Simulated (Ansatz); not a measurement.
This was printed by a script on Ansatz 0.2.0, Python API, for a ladder of basis sets of CSe. What did the script look like? Use (for the species named): PBE0, aug-cc-pVDZ basis, multiplicity 1. The script varies basis: aug-cc-pVDZ, aug-cc-pVTZ.

```yaml
atoms:
  - { symbol: C, position_ang: [0.0000, 0.0000, 0.0000] }
  - { symbol: Se, position_ang: [0.0000, 0.0000, 1.8250] }
```

`python run_basis.py` gives:
```text
aug-cc-pVDZ      59 orbitals  reference   -2439.187480 Ha  total   -2439.187480 Ha
aug-cc-pVTZ     105 orbitals  reference   -2439.261846 Ha  total   -2439.261846 Ha
aug-cc-pVDZ    lies    2.0236 eV above aug-cc-pVTZ
aug-cc-pVTZ    lies    0.0000 eV above aug-cc-pVTZ
```

The script that was run (others could print the same):

`run_basis.py`:
```python
"""Basis-set convergence for CSe."""

import ansatz as az

geometry_ang = [
    ("C", (0.0, 0.0, 0.0)),
    ("Se", (0.0, 0.0, 1.825)),
]
mol = az.Crystal.molecule()
for symbol, xyz in geometry_ang:
    mol = mol.atom(symbol, xyz)

model = mol.calculation().functional("PBE0")

energies = {}
for basis in ["aug-cc-pVDZ", "aug-cc-pVTZ"]:
    data = model.basis(gaussian=basis).run(threads=1, pin="off").report
    size = data["n_frozen"] + data["n_occupied"][0] + data["n_virtual"][0]
    energies[basis] = (data["reference_energy_ev"] / 27.211386246, data["free_energy_ev"] / 27.211386246)
    print(f"{basis:14s} {size:4d} orbitals  reference {energies[basis][0]:14.6f} Ha  total {energies[basis][1]:14.6f} Ha")

last = energies["aug-cc-pVTZ"][1]
for basis, (_, total) in energies.items():
    print(f"{basis:14s} lies {27.211386 * (total - last):9.4f} eV above aug-cc-pVTZ")
```

Against aug-cc-pVDZ: aug-cc-pVTZ -74.4 mHa. The last step alone is -74.37 mHa. From the first set to the last the time grows from 1.2 to 1.9 s.

Caveats:
- The drop along the ladder measures the basis error, and is no property of the molecule.
- The geometry is a force-field or estimated start, not a minimum of this method, and the last set is no limit. Much of the fall in a total is atomic energy, which cancels in bond and reaction energies.
- The spin state was assumed, and another may lie lower.
- Timing: 3.5 s on 1 thread of Arm Neoverse V2, on a shared host, peak memory 0.22 GiB.
